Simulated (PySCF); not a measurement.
# C6H5F2: the cost of one run

Computed with PySCF 2.14.0 and routines of our own; the level stands in each step. Atoms count from 0.

## Step 1: The system as given

13 atoms, charge 1, multiplicity 1; geometry from: GFN2-xTB.

## Step 2: Vibronic structure: TDDFT B3LYP/6-31G*

The job: settings as JSON, then the geometry in Å.

```
{"job": {"kind": "vib", "xc": "B3LYP", "basis": "6-31G*", "tda": false}, "charge": 1, "multiplicity": 1}
F     -1.392946     2.235004    -0.034030
C     -0.631185     1.185699    -0.024813
C      0.739941     1.286759     0.058502
C      1.509265     0.129391     0.151581
C      0.935868    -1.156228     0.148688
C     -0.415980    -1.309579     0.066087
C     -1.279407    -0.142259    -0.195574
F     -2.537899    -0.235349     0.274955
H      1.195680     2.265456     0.131761
H      2.579724     0.224745     0.284664
H      1.573203    -2.018441     0.284490
H     -0.903818    -2.271265     0.158186
H     -1.376833    -0.193448    -1.322225
```

Method: TDDFT B3LYP/6-31G* vertical-gradient vibronic structure (displaced harmonic oscillators, Condon), gas phase.

Command:

```sh
$ OMP_NUM_THREADS=1 python excited_run.py task.json out
```

The driver reads the jobs from task.json and runs them one after another.

**Question.** How long does this first job take on 1 thread of Intel Xeon 6975P-C, shared host, and how much memory does it need?

About 17 s, with a peak of 0.69 GiB.
